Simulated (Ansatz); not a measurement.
# C₂H₄BFO₂: one species, many methods

How much do the methods differ for C₂H₄BFO₂? The plan is to run it at one geometry with functionals of several rungs and with coupled cluster, and see how far each lands from CCSD(T) at the basis-set limit for the atomisation energy.

The runs use Ansatz 0.2.0, Gaussian basis; functionals in def2-TZVPP, the program's frozen cores in correlated methods.

The runs, in order: PBE-D4, r2SCAN-D4, PBE0-D4, B3LYP-D4, ωB97X-V, ωB97M-V, B2PLYP; CCSD(T)/def2-TZVPP; MP2/def2-QZVPP; extrapolation to the limit.

## Step 1: Structure used throughout

The geometry comes from an earlier relaxation with PBE0-D4/def2-TZVP; it is a stationary point, not always the lowest conformer.

SMILES `BC(F)OC=O`, 10 atoms, charge 0, spin multiplicity 1.

Atoms are counted from 1 here; the program's logs count them from 0.

Bond lengths: B1–C2 1.567 Å, B1–H7 1.192 Å, B1–H8 1.191 Å, C2–F3 1.373 Å, C2–O4 1.414 Å, C2–H9 1.105 Å, O4–C5 1.347 Å, C5–O6 1.191 Å, C5–H10 1.098 Å. Angles: C2–B1–H7 118.2°, C2–B1–H8 119.8°, H7–B1–H8 121.8°, B1–C2–F3 114.6°, B1–C2–O4 112.0°, B1–C2–H9 107.4°, F3–C2–O4 107.6°, F3–C2–H9 106.6°, O4–C2–H9 108.3°, C2–O4–C5 116.1°, O4–C5–O6 125.9°, O4–C5–H10 108.8°, O6–C5–H10 125.4°.

## Step 2: PBE-D4 (GGA)

Input file in.yaml:

```yaml
crystal:
  periodic: [false, false, false]
  atoms:
    - {symbol: B, position_ang: [0.273460, -1.771558, 0.251343]}
    - {symbol: C, position_ang: [-0.034554, -0.254498, 0.491870]}
    - {symbol: F, position_ang: [0.304502, 0.207235, 1.739226]}
    - {symbol: O, position_ang: [0.604036, 0.573944, -0.459484]}
    - {symbol: C, position_ang: [-0.052051, 1.699922, -0.801149]}
    - {symbol: O, position_ang: [-1.137938, 2.014955, -0.427989]}
    - {symbol: H, position_ang: [0.259483, -2.178250, -0.868799]}
    - {symbol: H, position_ang: [0.419745, -2.499895, 1.181827]}
    - {symbol: H, position_ang: [-1.127111, -0.119650, 0.391897]}
    - {symbol: H, position_ang: [0.573429, 2.276595, -1.495840]}
basis:
  gaussian: {orbitals: def2-TZVPP}
hamiltonian: {xc: pbe, dispersion: d4}
output: {forces: true, orbitals: {seedname: orbitals}}
```

Started as:

```
ansatz run in.yaml --threads 4 --pin off --events-out ev --progress --plain --max-ram 10444MiB
```

After this run come: r2SCAN-D4 (meta-GGA); PBE0-D4 (hybrid); B3LYP-D4 (hybrid); ωB97X-V (range-separated); ωB97M-V (range-separated); B2PLYP (double hybrid); CCSD(T) in def2-TZVPP; MP2 in def2-QZVPP.

Q: Predict the results of all the runs planned. Wanted: atomisation energy, CCSD(T)/CBS; farthest; mean size of error, hybrid; mean size of error, range-separated; gap, smallest and largest; T1 diagnostic; triples share of the correlation energy.

**Answer**, as computed:

| quantity | value |
| --- | --- |
| atomisation energy, CCSD(T)/CBS | 4016.2 kJ/mol |
| functionals within 20.1 kJ/mol (0.5 %) | B3LYP-D4, B2PLYP |
| farthest | PBE-D4 (+172.7 kJ/mol) |
| mean size of error, hybrid | 26.4 kJ/mol |
| mean size of error, range-separated | 31.5 kJ/mol |
| gap, smallest and largest | 3.84 eV (PBE-D4), 11.21 eV (ωB97X-V) |
| T1 diagnostic | 0.0149 |
| triples share of the correlation energy | 3.8 % |

In words: PBE-D4 is off by +172.7 kJ/mol, about 19.2 kJ/mol a bond. Double hybrids carry the basis error of their MP2 part in triple zeta, and no dispersion term here, so their miss is partly the set-up's. Misses under about 20.1 kJ/mol are within the doubt on the reference itself, which lacks core-valence correlation, relativity and higher excitations. Hartree-Fock recovers 70 % of the binding; the rest is correlation. The gap grows from 3.8 to 11.2 eV across the functionals, mostly with the share of exact exchange.
